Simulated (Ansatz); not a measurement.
**[BF4]− (tetrafluoroborate): HF/3-21G**

What is the energy change on altering one bond length of [BF4]− (tetrafluoroborate) at HF/3-21G? 

The results are computed with Ansatz 0.2.0.

### Step 1. The molecule

[BF4]−: 5 atoms, total charge -1, spin state singlet. As SMILES, `F[B-](F)(F)F`. Geometry: relaxed at PBE0-D4/def2-TZVPD.

Bond lengths: F1–B2 1.406 Å, B2–F3 1.406 Å, B2–F4 1.406 Å, B2–F5 1.406 Å. Angles: F1–B2–F3 109.5°, F1–B2–F4 109.5°, F1–B2–F5 109.5°, F3–B2–F4 109.5°, F3–B2–F5 109.5°, F4–B2–F5 109.5°.

### Step 2. A single-point energy at HF/3-21G

File input.yaml:

```yaml
crystal:
  periodic: [false, false, false]
  atoms:
    - symbol: F
      position_ang: [-0.057100, -0.040200, 1.404000]
    - symbol: B
      position_ang: [0.000000, 0.000000, 0.000100]
    - symbol: F
      position_ang: [0.948900, -0.931000, -0.457200]
    - symbol: F
      position_ang: [-1.262500, -0.319100, -0.529700]
    - symbol: F
      position_ang: [0.370700, 1.290300, -0.417200]
basis:
  gaussian: {orbitals: 3-21G.json}
total_charge: -1
magnetization: {spin_polarized: false}
hamiltonian: {xc: hf}
accuracy: high
output: {orbitals: {seedname: orbitals}}
```

The basis set 3-21G is read from a file made from the Basis Set Exchange's data (not shown).

The run is started by

```sh
$ ansatz run input.yaml --threads 1 --pin off --max-ram 3480MiB --events-out events.jsonl --progress --plain --runs-dir runs
```

Output:

```text
Warning: RAYON_NUM_THREADS=1 ignored (pool sized by the plan → 1); use --threads N
Functional definition: HF
  name "HF"
  exchange = exact_x
  correlation = 0
939 factors; integrals over basis functions are off by at most 2.9e-9 eV
mean field evaluation 1: about -11440.4643 eV, gradient 2.3e1 eV
mean field evaluation 2: about -11440.7335 eV, gradient 2.4e1 eV
mean field evaluation 4: about -11442.1653 eV, gradient 1.9e0 eV
mean field evaluation 8: about -11442.1819 eV, gradient 4.2e-2 eV
mean field evaluation 16: about -11442.1819 eV, gradient 1.5e-8 eV
mean field -11442.18194783 eV, -420.4924307931 hartree, gradient 1.5e-8 eV, S^2 0.000000; 0 other end points of the search recorded, 0 dependent functions left out
reference -11442.18194783 eV, -420.4924307931 hartree; 21, 21 occupied and 24, 24 virtual orbitals, 939 factors
Total energy: -11442.18194783 eV, -420.4924307931 hartree
```

It took 0.24 s on 1 thread of AMD EPYC 9R45 (Zen 5), shared host.

### Step 3. The distorted shape, same level

File job.yaml:

```yaml
crystal:
  periodic: [false, false, false]
  atoms:
    - {symbol: F, position_ang: [-0.085652, -0.060301, 2.105996]}
    - {symbol: B, position_ang: [0.000000, 0.000000, 0.000100]}
    - {symbol: F, position_ang: [0.948900, -0.931000, -0.457200]}
    - {symbol: F, position_ang: [-1.262500, -0.319100, -0.529700]}
    - {symbol: F, position_ang: [0.370700, 1.290300, -0.417200]}
basis:
  gaussian: {orbitals: 3-21G.json}
total_charge: -1
hamiltonian: {xc: hf}
accuracy: high
output: {orbitals: {seedname: orbitals}}
```

The basis set 3-21G is read from a file made from the Basis Set Exchange's data (not shown).

The run is started by

```sh
$ ansatz run job.yaml --threads 1 --pin off --max-ram 3480MiB --events-out events.jsonl --progress --plain --runs-dir runs
```

Output:

```text
Warning: RAYON_NUM_THREADS=1 ignored (pool sized by the plan → 1); use --threads N
[... 4 set-up lines as earlier in the session ...]
901 factors; integrals over basis functions are off by at most 2.5e-9 eV
mean field evaluation 1: about -11436.2369 eV, gradient 3.0e1 eV
mean field evaluation 2: about -11436.4546 eV, gradient 3.1e1 eV
mean field evaluation 4: about -11438.8462 eV, gradient 2.0e0 eV
mean field evaluation 8: about -11438.8798 eV, gradient 2.4e-1 eV
mean field evaluation 16: about -11438.8800 eV, gradient 1.0e-8 eV
mean field -11438.88001406 eV, -420.3710869653 hartree, gradient 4.6e-8 eV, S^2 0.000000; 0 other end points of the search recorded, 0 dependent functions left out
reference -11438.88001406 eV, -420.3710869653 hartree; 21, 21 occupied and 24, 24 virtual orbitals, 901 factors
Total energy: -11438.88001406 eV, -420.3710869653 hartree
```

Run time: 0.22 s. Hardware: 1 thread of AMD EPYC 9R45 (Zen 5), shared host.

### Step 4. What came out

At HF/3-21G:

```
                                                              quantity          value
                                             first shape: total energy  -420.49243 Eh
                                              first shape: HOMO energy       -9.20 eV
                                              first shape: LUMO energy       18.21 eV
    first shape: HOMO–LUMO gap (to an unbound level, set by the basis)       27.40 eV
                                         distorted shape: total energy  -420.37109 Eh
                                          distorted shape: HOMO energy       -6.30 eV
                                          distorted shape: LUMO energy       11.40 eV
distorted shape: HOMO–LUMO gap (to an unbound level, set by the basis)       17.71 eV
     energy change with the F1–B2 bond stretched from 1.406 to 2.108 Å       3.302 eV
```

With the F1–B2 bond stretched from 1.406 to 2.108 Å the energy rises by 3.30 eV (319 kJ/mol). The first shape isn't relaxed at this level, so the change isn't measured from a minimum.
